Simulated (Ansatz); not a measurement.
# C₄H₁₁GaO: ionisation energy by level of theory

Aim: the vertical ionisation energy of C₄H₁₁GaO, as cation minus neutral at the neutral's geometry, on several levels, and how well −ε(HOMO) stands in for it.

The runs use Ansatz 0.2.0, Gaussian basis; unrestricted cation, the program's frozen cores in correlated methods.

Levels to be run: UKS PBE-D4/def2-TZVPP; UKS r2SCAN-D4/def2-TZVPP; UKS PBE0-D4/def2-TZVPP; UKS B3LYP-D4/def2-TZVPP; UKS wB97X-V/def2-TZVPP; UKS wB97M-V/def2-TZVPP; UKS B2PLYP/def2-TZVPP; UHF-CCSD(T)/def2-TZVPP; UHF-MP2/def2-QZVPP; extrapolation to the limit; then −ε(HOMO) from the neutral's earlier runs with LDA (SPW92), PBE-D4, revPBE-D4, BLYP-D4, r2SCAN-D4, B97M-V, PBE0-D4, B3LYP-D4, r2SCANh-D4, r2SCAN0-D4, HSE06-D4, BHLYP-D4, CAM-B3LYP-D4, LC-ωPBE, ωB97X-V, ωB97M-V.

## Step 1: The geometry

An earlier PBE0-D4 in a triple-zeta def2 set relaxation fixed the geometry.

17 atoms, charge 0, spin multiplicity 1.

Atoms are counted from 1 here; the program's logs count them from 0.

Bond lengths: C1–C2 1.523 Å, C1–H7 1.093 Å, C1–H8 1.099 Å, C1–H9 1.093 Å, C2–C3 1.518 Å, C2–Ga4 2.028 Å, C2–C5 1.517 Å, C3–H10 1.093 Å, C3–H11 1.094 Å, C3–H12 1.099 Å, Ga4–H13 1.581 Å, Ga4–H14 1.573 Å, C5–O6 1.456 Å, C5–H15 1.098 Å, C5–H16 1.095 Å, O6–H17 0.961 Å. Angles: C2–C1–H7 111.3°, C2–C1–H8 111.1°, C2–C1–H9 112.0°, H7–C1–H8 107.3°, H7–C1–H9 107.2°, H8–C1–H9 107.7°, C1–C2–C3 111.0°, C1–C2–Ga4 111.8°, C1–C2–C5 110.8°, C3–C2–Ga4 117.8°, C3–C2–C5 111.7°, Ga4–C2–C5 92.3°, C2–C3–H10 110.9°, C2–C3–H11 112.1°, C2–C3–H12 111.7°, H10–C3–H11 107.5°, H10–C3–H12 106.6°, H11–C3–H12 107.7° and more.

## Step 2: Cation, UKS PBE-D4/def2-TZVPP

Contents of in.yaml:

```yaml
crystal:
  periodic: [false, false, false]
  atoms:
    - {symbol: C, position_ang: [-1.209155, -0.883669, -0.725246]}
    - {symbol: C, position_ang: [-0.121264, -0.258789, 0.137725]}
    - {symbol: C, position_ang: [-0.155070, -0.822547, 1.546869]}
    - {symbol: Ga, position_ang: [1.665102, -0.210392, -0.820476]}
    - {symbol: C, position_ang: [-0.234061, 1.253893, 0.135172]}
    - {symbol: O, position_ang: [0.508219, 1.669310, -1.046089]}
    - {symbol: H, position_ang: [-1.060531, -1.961292, -0.833183]}
    - {symbol: H, position_ang: [-2.203134, -0.733407, -0.279994]}
    - {symbol: H, position_ang: [-1.228342, -0.457741, -1.731977]}
    - {symbol: H, position_ang: [-0.026757, -1.908143, 1.536550]}
    - {symbol: H, position_ang: [0.634683, -0.404235, 2.177351]}
    - {symbol: H, position_ang: [-1.117026, -0.623780, 2.040482]}
    - {symbol: H, position_ang: [2.921871, 0.269370, 0.010235]}
    - {symbol: H, position_ang: [1.839866, -0.825876, -2.257440]}
    - {symbol: H, position_ang: [-1.260492, 1.634495, 0.055864]}
    - {symbol: H, position_ang: [0.239774, 1.682815, 1.023948]}
    - {symbol: H, position_ang: [0.806308, 2.580006, -0.969799]}
basis:
  gaussian: {orbitals: def2-TZVPP}
total_charge: 1
magnetization: {spin_polarized: true, initial_magnetization: 1}
hamiltonian: {xc: pbe, dispersion: d4}
```

The run is started by

```console
ansatz run in.yaml --threads 2 --pin off --events-out ev --progress --plain --max-ram 32768MiB --backend cuda --devices 0, --max-vram 18GiB
```

The runs that follow: Cation, UKS r2SCAN-D4/def2-TZVPP; Cation, UKS PBE0-D4/def2-TZVPP; Cation, UKS B3LYP-D4/def2-TZVPP; Cation, UKS wB97X-V/def2-TZVPP; Cation, UKS wB97M-V/def2-TZVPP; Cation, UKS B2PLYP (frozen core)/def2-TZVPP; Cation, UHF-CCSD(T)/def2-TZVPP; Cation, UHF-MP2/def2-QZVPP.

Q: Predict the results of all the runs planned. Wanted: ionisation energy, CCSD(T)/CBS; nearest functional by difference; nearest −ε(HOMO); −ε(HOMO) of PBE; T1 of the cation.

The runs gave:

| quantity | value |
| --- | --- |
| ionisation energy, CCSD(T)/CBS | 8.81 eV |
| nearest functional by difference | ωB97M-V (-0.18 eV) |
| nearest −ε(HOMO) | ωB97M-V (-0.02 eV) |
| −ε(HOMO) of PBE | 5.53 eV |
| T1 of the cation | 0.015 |

**Reading.** Energy differences with functionals land within 0.47 eV of the reference. The PBE orbital energy is 3.3 eV too small: a semilocal HOMO is no ionisation energy. Among orbital estimates ωB97M-V comes nearest. Hartree-Fock falls 1.15 eV short, as the neutral has more correlation energy than the cation. The cation may have settled in a state other than its lowest; no search over hole states beyond the program's own was made. Correlated methods include outer-core shells of Ga, which these sets cover unevenly. With outer-core shells in play the reference is unsure by up to some tenths of an eV, so close misses can't be ranked.
